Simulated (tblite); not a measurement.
# C7H10AsNO: the cost of one run

Programs: PySCF 2.14.0 with density-fitted response routines of our own, and tblite 0.8.0. All values are computed, except where a source is named. Atoms count from 0 throughout.

## Step 1: The molecule as given

20 atoms, charge 0, multiplicity 1; geometry from: UFF geometry.

Bonds of the start (Å): As9–H18 1.57, As9–H19 1.56, C0–C1 1.33, C0–H10 1.10, C0–H11 1.09, C1–C2 1.53, C1–H12 1.07, C2–C3 1.48, C2–C5 1.50, C2–H13 1.10, C3–N4 1.15, C5–C7 1.51, C5–O6 1.23, C7–C8 1.53, C7–H14 1.11, C7–H15 1.12, C8–As9 1.97, C8–H16 1.10, C8–H17 1.11.

## Step 2: GFN2-xTB relaxation, conformer 1

The job: settings as JSON, then the geometry in Å.

```
{"job": {"xc": "GFN2-xTB", "basis": "xTB", "kind": "relax"}, "charge": 0, "multiplicity": 1}
C     -3.396600     0.299300     0.642200
C     -2.401200     0.192500    -0.236700
C     -0.949300     0.292300     0.219500
C     -0.645700     1.689300     0.585500
N     -0.398200     2.770600     0.899500
C     -0.028700    -0.156800    -0.882700
O     -0.005700     0.439000    -1.954300
C      0.920800    -1.309400    -0.657700
C      2.109100    -0.924700     0.217300
As     3.291600     0.353400    -0.706500
H     -4.434000     0.212200     0.298600
H     -3.219800     0.479900     1.698600
H     -2.636400     0.000800    -1.261500
H     -0.808800    -0.348800     1.108300
H      1.282100    -1.687100    -1.636200
H      0.355900    -2.141200    -0.160100
H      2.694800    -1.828600     0.456600
H      1.753900    -0.482500     1.172600
H      4.145700     0.590900     0.586300
H      2.365300     1.569600    -0.392400
```

The run is started by

```console
OMP_NUM_THREADS=1 python ens_run.py task.json out
```

The driver reads the study from task.json and runs its stages one after another.

**Question.** How long does this first job take on 1 thread of Arm Neoverse V1, shared host?

About 2.2 s.
